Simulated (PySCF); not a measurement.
# SiBr₂: triplet, from a linear start

Aim: relax SiBr₂ as a triplet from a linear start, check by its vibrations whether the end is a minimum, and collect its spectrum and constants.

Method: PBE0, basis Si def2-TZVP, Br def2-TZVP, no relativity, density fitting; program: PySCF 2.14.0.

### 1 Where the work starts

3 atoms, charge 0, spin multiplicity 3.

Bond lengths: Si1–Br2 2.300 Å, Si1–Br3 2.300 Å. Angles: Br2–Si1–Br3 180.0°.

Z-matrix (Å, degrees; charge 0 multiplicity 3):
```
Si
Br 1 2.3000
Br 1 2.3000 2 180.00
```

### 2 The SCF at the typed geometry

One driver script runs all steps and calls PySCF; scf.py shows how it sets up the SCF of each step. The optimiser is the driver's own. After this first run the driver tries any further starts and a stability analysis.

File scf.py:

```python
from pyscf import gto, scf, dft
mol = gto.M(atom='''
Si     0.000000     0.000000     0.000000
Br     0.000000     0.000000     2.300000
Br     0.000000     0.000000    -2.300000''',
    basis={'Si': 'def2-TZVP', 'Br': 'def2-TZVP'},
    charge=0, spin=2)
mf = dft.UKS(mol, xc='PBE0')
mf.grids.atom_grid = (50, 194)
aux = {'Si': 'def2-universal-JKFIT', 'Br': 'def2-universal-JKFIT'}
mf = mf.density_fit(auxbasis=aux)
mf.conv_tol = 1e-08
mf.diis_space = 10
mf.max_cycle = 60
mf.init_guess = 'minao'
mf.verbose = 4
mf.kernel()
```

Command:

```console
$ OMP_NUM_THREADS=4 python axn.py task.json out
```

Log:

```text
init E= -5435.11609244415
[... the frontier-level lines of each cycle are left out ...]
cycle= 1 E= -5437.03243390672  delta_E= -1.92  |g|= 0.303  |ddm|= 1.63
cycle= 2 E= -5437.01678826834  delta_E= 0.0156  |g|= 0.28  |ddm|= 0.666
cycle= 3 E= -5437.05723332087  delta_E= -0.0404  |g|= 0.117  |ddm|= 0.397
cycle= 4 E= -5437.06413488896  delta_E= -0.0069  |g|= 0.00794  |ddm|= 0.11
cycle= 5 E= -5437.06421159594  delta_E= -7.67e-05  |g|= 0.00281  |ddm|= 0.0252
cycle= 6 E= -5437.06421633234  delta_E= -4.74e-06  |g|= 0.000712  |ddm|= 0.00414
cycle= 7 E= -5437.06421689129  delta_E= -5.59e-07  |g|= 0.000112  |ddm|= 0.00136
cycle= 8 E= -5437.06421693807  delta_E= -4.68e-08  |g|= 3.4e-05  |ddm|= 0.000421
cycle= 9 E= -5437.06421694249  delta_E= -4.42e-09  |g|= 7.45e-06  |ddm|= 0.000146
Extra cycle  E= -5437.0642169426  delta_E= -1.07e-10  |g|= 4.63e-06  |ddm|= 1.68e-05
converged SCF energy = -5437.0642169426  <S^2> = 2.0101397  2S+1 = 3.0067522
```

This step, with its further starts and checks, needed 26 s of wall time on 4 threads of Arm Neoverse V2, shared host.

Energies from each starting density:

| start | energy (Eh) |
| --- | --- |
| the minimal-basis guess | -5437.064217 |
| a thermally smeared density | -5437.064217 |
| a smeared PBE density | -5437.064217 |

No lower solution of this spin turned up from the other starts or in the test of internal stability.

### 3 Relaxation: linear start, triplet

The program finds D∞h symmetry in the start, which this walk keeps. Threshold on the gradient: 0.0003 Eh/bohr, with a further test on the energy change.

scf.py: that of step 2 with these lines changed.

```diff
@@ -15 +14,0 @@
-mf.init_guess = 'minao'
```

Energy and gradient, step by step:

| step | energy (Eh) | change (kJ/mol) | largest symmetric gradient (Eh/bohr) |
| --- | --- | --- | --- |
| 0 | -5437.064217 | 0.00 | 0.00341 |
| 1 | -5437.064308 | -0.24 | 0.00120 |
| 2 | -5437.064320 | -0.27 | 0.00004 |

The walk took 12 s.

After 2 steps and 0.3 kJ/mol it ends at D∞h: Si–Br 2.284 Å (×2); Br–Si–Br 180.0°.

### 4 Frequencies

On the finer grid the gradient is checked again; gradients at displacements of ±0.02 bohr then give force constants and infrared intensities.

scf.py: that of step 3 with these lines changed.

```diff
@@ -3,3 +3,3 @@
-Si     0.000000     0.000000     0.000000
-Br     0.000000     0.000000     2.300000
-Br     0.000000     0.000000    -2.300000''',
+Si     0.000000    -0.000000     0.000000
+Br     0.000000     0.000000     2.284008
+Br     0.000000    -0.000000    -2.284008''',
@@ -9 +9 @@
-mf.grids.atom_grid = (50, 194)
+mf.grids.atom_grid = (75, 302)
@@ -12 +12 @@
-mf.conv_tol = 1e-08
+mf.conv_tol = 1e-10
```

The driver hands on the density of the step before, so the log starts near convergence.

SCF at the final geometry:

```text
init E= -5437.06418071081
[... the frontier-level lines of each cycle are left out ...]
cycle= 1 E= -5437.06418071081  delta_E= 6.37e-12  |g|= 1.61e-06  |ddm|= 2.66e-06
Extra cycle  E= -5437.06418071081  delta_E= -9.09e-13  |g|= 2.47e-06  |ddm|= 3.89e-06
converged SCF energy = -5437.06418071081  <S^2> = 2.0100455  2S+1 = 3.0066896
```

The whole step took 48 s.

Geometry: D∞h; Si–Br 2.284 Å (×2); Br–Si–Br 180.0°.

Modes, for the most abundant isotopes:

| ω (cm⁻¹) | IR (km/mol) | μ (u) |
| --- | --- | --- |
| 192i | 0.0 | 30.99 |
| 165 | 1.8 | 30.99 |
| 198 | 0.0 | 78.92 |
| 424 | 211 | 30.99 |

1 mode is imaginary, the largest at 192i cm⁻¹: a saddle point, not a minimum.

The SCF density has lower symmetry than the nuclear frame, so the modes carry no labels; pairs that should be degenerate can split.

Constants and moments:

```
Dipole moment                                                   : 0.00 D
Highest occupied level                                          : -5.54 eV
Lowest empty level                                              : -4.10 eV
Rotational constants                                            : 0.02047 cm⁻¹
Zero-point energy (real modes)                                  : 4.7 kJ/mol
Principal polarisabilities                                      : 47.8, 48.0, 126.9 bohr³
Atomisation energy without zero-point energy                    : 501 kJ/mol
Principal traceless quadrupole moments about the centre of mass : -2.00, -1.52, 3.52 D Å
Spin squared ⟨S²⟩                                               : 2.010
```

Populations by atom (charges in e):

```
 atom  Mulliken  Löwdin  polar tensor  spin (Mulliken)  Mayer order to Si1
  Si1      0.28   -0.24          0.83             1.37                   –
Br2,3     -0.14    0.12         -0.42             0.31                1.17
```

Mulliken populations on Si1: s 5.51, p 7.90, d 0.26, f 0.04.

### 5 Following the imaginary mode

The atoms are moved a little along the softest imaginary mode and relaxed again.

The program finds C2v symmetry in the start, which this walk keeps. Threshold on the gradient: 0.0003 Eh/bohr, with a further test on the energy change.

scf.py: that of step 4 with these lines changed.

```diff
@@ -3,3 +3,3 @@
-Si     0.000000    -0.000000     0.000000
-Br     0.000000     0.000000     2.284008
-Br     0.000000    -0.000000    -2.284008''',
+Si    -0.082126    -0.087495     0.000000
+Br     0.014557     0.015509     2.284008
+Br     0.014557     0.015509    -2.284008''',
@@ -9 +9 @@
-mf.grids.atom_grid = (75, 302)
+mf.grids.atom_grid = (50, 194)
@@ -12 +12 @@
-mf.conv_tol = 1e-10
+mf.conv_tol = 1e-08
```

Energy and gradient, step by step:

| step | energy (Eh) | change (kJ/mol) | largest symmetric gradient (Eh/bohr) |
| --- | --- | --- | --- |
| 0 | -5437.065448 | 0.00 | 0.00575 |
| 1 | -5437.068383 | -7.71 | 0.00887 |
| 2 | -5437.073907 | -22.21 | 0.01221 |
| 3 | -5437.079126 | -35.91 | 0.01635 |
| 4 | -5437.087346 | -57.49 | 0.01579 |
| 5 | -5437.090203 | -64.99 | 0.00177 |
| 6 | -5437.090298 | -65.24 | 0.00065 |
| 7 | -5437.090306 | -65.27 | 0.00019 |
| 8 | -5437.090307 | -65.27 | 0.00003 |

The walk took 40 s.

It settles in C2v symmetry, 65.3 kJ/mol below the start, after 8 steps: Si–Br 2.212 Å (×2); Br–Si–Br 119.7°.

### 6 Vibrations and properties at this point

As before: finer grid, then central differences.

scf.py: that of step 5 with these lines changed.

```diff
@@ -3,3 +3,3 @@
-Si    -0.082126    -0.087495     0.000000
-Br     0.014557     0.015509     2.284008
-Br     0.014557     0.015509    -2.284008''',
+Si    -0.645691    -0.687900     0.000000
+Br     0.114332     0.121806     1.912929
+Br     0.114332     0.121806    -1.912929''',
@@ -9 +9 @@
-mf.grids.atom_grid = (50, 194)
+mf.grids.atom_grid = (75, 302)
@@ -12 +12 @@
-mf.conv_tol = 1e-08
+mf.conv_tol = 1e-10
```

Log of the central SCF (cycles and frontier levels):

```text
init E= -5437.09009570883
[... the frontier-level lines of each cycle are left out ...]
cycle= 1 E= -5437.09009570877  delta_E= 6.91e-11  |g|= 1.38e-05  |ddm|= 2.12e-05
cycle= 2 E= -5437.09009570864  delta_E= 1.27e-10  |g|= 2.02e-05  |ddm|= 3.11e-05
cycle= 3 E= -5437.09009570885  delta_E= -2.13e-10  |g|= 5.22e-07  |ddm|= 1.88e-05
cycle= 4 E= -5437.09009570887  delta_E= -2.36e-11  |g|= 6.65e-08  |ddm|= 4.46e-07
Extra cycle  E= -5437.09009570886  delta_E= 1.46e-11  |g|= 3.29e-08  |ddm|= 2.02e-07
converged SCF energy = -5437.09009570886  <S^2> = 2.0047923  2S+1 = 3.0031932
```

The whole step needed 60 s of wall time on 4 threads of Arm Neoverse V2, shared host.

Geometry: C2v; Si–Br 2.212 Å (×2); Br–Si–Br 119.7°.

Modes, for the most abundant isotopes:

| symmetry | ω (cm⁻¹) | IR (km/mol) |
| --- | --- | --- |
| a1 | 101 | 0.3 |
| a1 | 361 | 10.2 |
| b2 | 490 | 98.4 |

No imaginary mode, so this is a minimum.

Constants and moments:

| Item | Value |
| --- | --- |
| Dipole moment | 0.52 D |
| Highest occupied level | -5.34 eV |
| Lowest empty level | -4.48 eV |
| Rotational constants | 0.5752, 0.02919, 0.02778 cm⁻¹ |
| Zero-point energy | 5.7 kJ/mol |
| Principal polarisabilities | 46.9, 58.3, 96.6 bohr³ |
| Atomisation energy without zero-point energy | 569 kJ/mol |
| Principal traceless quadrupole moments about the centre of mass | -2.90, 0.47, 2.43 D Å |
| Entropy at 298.15 K and 1 bar (electronic part: spin only) | 314.9 J/(mol K) |
| Heat capacity Cp at 298.15 K | 53.2 J/(mol K) |
| Enthalpy at 298.15 K above 0 K | 13.36 kJ/mol |
| Rotational symmetry number | 2 |
| Spin squared ⟨S²⟩ | 2.005 |

Populations by atom (charges in e):

```
 atom  Mulliken  Löwdin  polar tensor  spin (Mulliken)  Mayer order to Si1
  Si1      0.26   -0.38          0.70             1.58                   –
Br2,3     -0.13    0.19         -0.35             0.21                1.23
```

Outer orbital energies (eV). α occupied: -14.57, -11.42, -10.08, -10.00, -9.28, -9.06, -8.11, -5.34; empty: -1.15, -0.05, 3.12, 3.68. β occupied: -22.31, -21.89, -13.41, -10.91, -9.68, -9.47, -8.99, -8.95; empty: -4.48, -1.58, -0.35, 0.83.

Mulliken populations on Si1: s 5.36, p 8.07, d 0.27, f 0.04.

### 7 All stationary points

| spin | group | bonds | imaginary modes (cm⁻¹) | ΔE (kJ/mol) | with zero-point energy |
| --- | --- | --- | --- | --- | --- |
| triplet | C2v | Si–Br 2.212 Å (×2) | none | 0.0 | 0.0 |
| triplet | D∞h (density of lower symmetry) | Si–Br 2.284 Å (×2) | 192i | 68.0 | – |

### 8 What came out

```
                                          quantity                                value
                                           minimum                         triplet, C2v
                                          geometry  Si–Br 2.212 Å (×2); Br–Si–Br 119.7°
                                wavenumbers (cm⁻¹)         101 (a1), 361 (a1), 490 (b2)
                                     dipole moment                               0.52 D
highest occupied, lowest empty level (either spin)                      -5.34, -4.48 eV
                        polar-tensor charge of Si1                              +0.70 e
                                 zero-point energy                           5.7 kJ/mol
                               entropy at 298.15 K                      314.9 J/(mol K)
         atomisation energy (no zero-point energy)                           569 kJ/mol
                                              ⟨S²⟩                                2.005
```

**Reading.** The linear start (D∞h) ends in a minimum of C2v symmetry, after a stop at a saddle point 68.0 kJ/mol higher, from which it was pushed off along an imaginary mode. In the infrared the band at 490 cm⁻¹ (b2) leads. Most of the spin sits on Si1 (Mulliken spin 1.58, against 2 for the whole molecule). Only this shape and spin were tried, so other structures or states may lie lower.

The search up to here took 3.1 min.
